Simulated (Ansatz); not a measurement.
**C2H4Br2: small, medium and large basis sets**

One table from this session's results is given with a row withheld; the runs are named, their logs left out.

Method: one geometry, several basis sets; program: Ansatz 0.2.0, Gaussian basis.

The runs, in order: PBE0-D4/def2-SVP; ωB97M-V/def2-SVP; PBE0-D4/def2-QZVPP; ωB97M-V/def2-QZVPP; the functionals' def2-TZVPP values are taken from earlier runs.

### The geometry

The geometry comes from an earlier relaxation with PBE0-D4 in a triple-zeta def2 set; it is a stationary point, not always the lowest conformer.

SMILES `CC(Br)Br`, 8 atoms, charge 0, spin multiplicity 1.

Atoms are counted from 1 here; the program's logs count them from 0.

Bond lengths: C1–C2 1.502 Å, C1–H5 1.090 Å, C1–H6 1.092 Å, C1–H7 1.092 Å, C2–Br3 1.940 Å, C2–Br4 1.940 Å, C2–H8 1.085 Å. Angles: C2–C1–H5 110.9°, C2–C1–H6 109.6°, C2–C1–H7 109.6°, H5–C1–H6 108.8°, H5–C1–H7 108.8°, H6–C1–H7 109.0°, C1–C2–Br3 111.0°, C1–C2–Br4 111.0°, C1–C2–H8 113.1°, Br3–C2–Br4 110.9°, Br3–C2–H8 105.3°, Br4–C2–H8 105.3°.

Coordinates:

```xyz
8

C     0.1994    0.8184    0.0145
C    -0.1758   -0.6306    0.1415
Br    1.2844   -1.7789   -0.4176
Br   -1.7874   -1.0228   -0.8648
H     0.4137    1.0754   -1.0229
H    -0.6235    1.4427    0.3691
H     1.0864    1.0217    0.6181
H    -0.3971   -0.9259    1.1622
```

Set-up of the first run:

Input file in.yaml:

```yaml
crystal:
  periodic: [false, false, false]
  atoms:
    - {symbol: C, position_ang: [0.199355, 0.818386, 0.014470]}
    - {symbol: C, position_ang: [-0.175826, -0.630564, 0.141510]}
    - {symbol: Br, position_ang: [1.284383, -1.778933, -0.417615]}
    - {symbol: Br, position_ang: [-1.787354, -1.022768, -0.864841]}
    - {symbol: H, position_ang: [0.413656, 1.075357, -1.022934]}
    - {symbol: H, position_ang: [-0.623521, 1.442667, 0.369102]}
    - {symbol: H, position_ang: [1.086445, 1.021736, 0.618072]}
    - {symbol: H, position_ang: [-0.397136, -0.925870, 1.162237]}
basis:
  gaussian: {orbitals: def2-SVP}
hamiltonian: {xc: pbe0, dispersion: d4}
output: {orbitals: {seedname: orbitals}}
```

Started as:

```sh
> ansatz run in.yaml --threads 4 --pin off --events-out ev --progress --plain --max-ram 10444MiB
```

Among the steps run: PBE0-D4 in def2-SVP; ωB97M-V in def2-SVP; PBE0-D4 in def2-QZVPP; ωB97M-V in def2-QZVPP.

One table of the session follows, with a row left open; its other results are not shown here.

It belongs to the step «Functionals by basis». 

| functional | basis | HOMO (eV) |
| --- | --- | --- |
| PBE0-D4 | def2-SVP | -7.81 |
| PBE0-D4 | def2-TZVPP | -7.95 |
| PBE0-D4 | def2-QZVPP | -7.96 |
| ωB97M-V | def2-SVP | ? |
| ωB97M-V | def2-TZVPP | -10.16 |
| ωB97M-V | def2-QZVPP | -10.17 |

Estimate the missing values for ωB97M-V, def2-SVP.

**Answer.** HOMO (eV): -10.00. In the column «HOMO (eV)» it lies between ωB97M-V, def2-TZVPP (-10.16) and PBE0-D4, def2-QZVPP (-7.96).
